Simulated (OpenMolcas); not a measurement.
# CuCl (cuprous chloride) at 6 levels

We compute a comparison of 6 runs (B2PLYP/cc-pVTZ, B3LYP/cc-pVTZ, M06-2X/cc-pVTZ, r2SCAN/cc-pVTZ, revPBE/cc-pVTZ, MP2/cc-pVTZ) of CuCl (cuprous chloride). 

The results are computed with OpenMolcas 26.06.

1 further run of the same task is left out (it didn't finish).

### 1 Starting point

The species is CuCl (2 atoms), meant as a singlet with charge 0. SMILES: `[Cl][Cu]`. The shape is that of a PBE0-D4/def2-TZVP optimisation.

Bond lengths: Cl1–Cu2 2.076 Å.

### 2 A single-point energy at B2PLYP/cc-pVTZ (run 1)

The input, geom.xyz:

```xyz
2

Cl     0.898300    -0.345200     0.446400
Cu    -0.868800     0.285000    -0.442400
```

The input, run.inp:

```
* ClCu Kohn-Sham DFT

&GATEWAY
  BasLib
  $CurrDir
  Coord
  geom.xyz
  Basis
  cc-pVTZ
  Group
  NoSym

&SEWARD
  GridInput
  Grid=UltraFine
  End of Grid

&SCF
  KSDFT
  B2PLYP_SCF
  Thresholds
  1e-10 1e-07 1e-07 1e-05
  PrOrbitals
  1 1

&MBPT2
  Frozen
  10
```

The basis set cc-pVTZ is read from a file made from the Basis Set Exchange's data (not shown).

On the command line:

```
$ export MOLCAS_MEM=1860
$ pymolcas run.inp > run.log
```

Output:

```text
--- Start Module: gateway ---
[...]
--- Stop Module: gateway /rc=_RC_ALL_IS_WELL_ ---
[...]
      Basis functions          102
[...]
--- Start Module: scf ---
[...]
       Convergence after  15 Iterations
[...]
::    Total KS-DFT energy                           -2100.1898185729
[...]
      Total spin, S                                     0.0000000000
[...]
      Total electronic charge=   46.000000
      Total            charge=   -0.000000
[...]
      Dipole Moment (debye):
      Origin of the operator (angstrom)=   -0.2376    0.0599   -0.1249
                   X= -4.8216E+00               Y=  1.7195E+00               Z= -2.4251E+00           Total=  5.6644E+00
      Quadrupole Moment (debye*angstrom):
[...]
--- Stop Module: scf /rc=_RC_ALL_IS_WELL_ ---
[...]
--- Start Module: mbpt2 ---
[...]
 ###    WARNING: MP2 implementation intended for RHF references only         ###
 ###############################################################################
MBPT2 WARNING: Reference function according to RunFile:KS-DFT
I'll assume you know what you're doing and continue
WARNING!
Default frozen orbitals as non valence orbitals is overwritten by user input.
Default values:  11
[...]
       Reference weight ( Cref**2 )         =        0.76650
::    Total MBPT2 energy                            -2101.4814962927
[...]
      Total MBPT2 calculations                           0.42      0.48
--- Stop Module: mbpt2 /rc=_RC_ALL_IS_WELL_ ---
[...]
```

Wall time 19 s (1 thread of Arm Neoverse V1, shared host); peak memory 0.57 GiB.

### 3 Energy and gradient at B3LYP/cc-pVTZ (run 2)

The input, test.input:

```
&GATEWAY
 BASLIB = $CurrDir
 COORD
 2
 angstrom
 Cl       0.898300      -0.345200       0.446400
 Cu      -0.868800       0.285000      -0.442400
 BASIS = cc-pVTZ
 GROUP = NoSym

&SEWARD
 GRIDINPUT
 Grid=UltraFine
 End of Grid

&SCF
 KSDFT = B3LYP
 THRESHOLDS = 1e-10 1e-07 1e-07 1e-05
 PRORBITALS = 1 2

&ALASKA
```

The basis set cc-pVTZ is read from a file made from the Basis Set Exchange's data (not shown).

On the command line:

```
$ export MOLCAS_MEM=1860
$ pymolcas test.input > test.log
```

Output:

```text
--- Start Module: gateway ---
[...]
--- Stop Module: gateway /rc=_RC_ALL_IS_WELL_ ---
[...]
      Basis functions          102
[...]
--- Start Module: scf ---
[...]
       Convergence after  15 Iterations
[...]
::    Total KS-DFT energy                           -2100.8889324652
[...]
      Total spin, S                                     0.0000000000
[...]
      Total electronic charge=   46.000000
      Total            charge=   -0.000000
[...]
      Dipole Moment (debye):
      Origin of the operator (angstrom)=   -0.2376    0.0599   -0.1249
                   X= -4.1794E+00               Y=  1.4905E+00               Z= -2.1021E+00           Total=  4.9099E+00
      Quadrupole Moment (debye*angstrom):
[...]
--- Stop Module: scf /rc=_RC_ALL_IS_WELL_ ---
[...]
--- Start Module: alaska ---
[...]
 *              Molecular gradients               *
 **************************************************
  Irreducible representation: a
 ------------------------------------------------------------------------------------------
                              X                       Y                       Z
 ------------------------------------------------------------------------------------------
  CL1              -2.92640183466020E-03    1.04364124055323E-03   -1.47189516764001E-03
  CU2               2.92640183460335E-03   -1.04364124056389E-03    1.47189516764357E-03
 ------------------------------------------------------------------------------------------
--- Stop Module: alaska /rc=_RC_ALL_IS_WELL_ ---
[...]
```

Wall time 25 s (1 thread of Arm Neoverse V1, shared host); peak memory 0.57 GiB.

Runs 3 to 5 aren't shown in full; the table further down has their settings and results.

### 4 The energy at MP2/cc-pVTZ (run 6)

The input, job.input:

```
>>> EXPORT MOLCAS_PRINT=2

&GATEWAY
 BASLIB=$CurrDir
 COORD
 2
 bohr
 Cl     1.69754098    -0.65233346     0.84357374
 Cu    -1.64179406     0.53857195    -0.83601484
 BASIS=cc-pVTZ
 GROUP=NoSym

&SEWARD

&SCF
 THRESHOLDS=1e-10 1e-07 1e-07 1e-05
 PRORBITALS=1 2

&MBPT2
 FROZEN=10
```

The basis set cc-pVTZ is read from a file made from the Basis Set Exchange's data (not shown).

On the command line:

```
$ export MOLCAS_MEM=1860
$ pymolcas job.input > job.log
```

Output:

```text
--- Start Module: gateway ---
[...]
--- Stop Module: gateway /rc=_RC_ALL_IS_WELL_ ---
[...]
      Basis functions          102
[...]
--- Start Module: scf ---
[...]
       Convergence after  16 Iterations
[...]
::    Total SCF energy                              -2098.5421156071
[...]
      Total spin, S                                     0.0000000000
[...]
      Total electronic charge=   46.000000
      Total            charge=   -0.000000
[...]
      Dipole Moment (debye):
      Origin of the operator (angstrom)=   -0.2376    0.0599   -0.1249
                   X= -5.4916E+00               Y=  1.9585E+00               Z= -2.7621E+00           Total=  6.4516E+00
      Quadrupole Moment (debye*angstrom):
[...]
--- Stop Module: scf /rc=_RC_ALL_IS_WELL_ ---
[...]
--- Start Module: mbpt2 ---
[...]
WARNING!
Default frozen orbitals as non valence orbitals is overwritten by user input.
Default values:  11
[...]
       Reference weight ( Cref**2 )         =        0.83790
::    Total MBPT2 energy                            -2099.6386971233
[...]
      Total MBPT2 calculations                           0.42      0.47
--- Stop Module: mbpt2 /rc=_RC_ALL_IS_WELL_ ---
[...]
```

Run time: 12 s. Hardware: 1 thread of Arm Neoverse V1, shared host; peak memory 0.57 GiB.

### 5 The series

| run | level | task | frozen core orbitals | energy (Eh) | dipole moment (D) of the reference | HOMO energy (eV) | LUMO energy (eV) | wall time |
| --- | --- | --- | --- | --- | --- | --- | --- | --- |
| 1 | B2PLYP/cc-pVTZ | energy | 10 | -2100.538572 | 5.66 | -8.65 | -1.95 | 19 s |
| 2 | B3LYP/cc-pVTZ | gradient | – | -2100.888932 | 4.91 | -7.25 | -3.34 | 25 s |
| 3 | M06-2X/cc-pVTZ | gradient | – | -2100.759808 | 5.55 | -8.88 | -2.30 | 28 s |
| 4 | r2SCAN/cc-pVTZ | gradient | – | -2100.772458 | 4.87 | -6.08 | -3.58 | 30 s |
| 5 | revPBE/cc-pVTZ | gradient | – | -2100.640168 | 4.51 | -5.85 | -3.79 | 29 s |
| 6 | MP2/cc-pVTZ | energy | 10 | -2099.638697 | 6.45 | -10.53 | -0.31 | 12 s |

### 6 Results

```
                                           quantity           value
                                run 6: total energy  -2099.63870 Eh
          run 6: dipole moment (mean-field density)          6.45 D
         run 6: HOMO energy (Hartree–Fock orbitals)       -10.53 eV
         run 6: LUMO energy (Hartree–Fock orbitals)        -0.31 eV
       run 6: HOMO–LUMO gap (Hartree–Fock orbitals)        10.22 eV
run 6: correlation energy (10 core orbitals frozen)     -1096.6 mEh
```

In words: Over runs 1, 2, 3, 4, 5 the dipole moment (its size) runs from 4.51 D (revPBE/cc-pVTZ) to 5.66 D (B2PLYP/cc-pVTZ). A double hybrid's value is that of its SCF part. Over runs 1, 2, 3, 4, 5 the HOMO–LUMO gap runs from 2.06 eV (revPBE/cc-pVTZ) to 6.70 eV (B2PLYP/cc-pVTZ). For B2PLYP the log adds the whole second-order term; the table takes 0.27 of it, as the functional is defined. Totals of different functionals can't be ranked against each other. All runs together took 2.4 min, the longest 30 s.
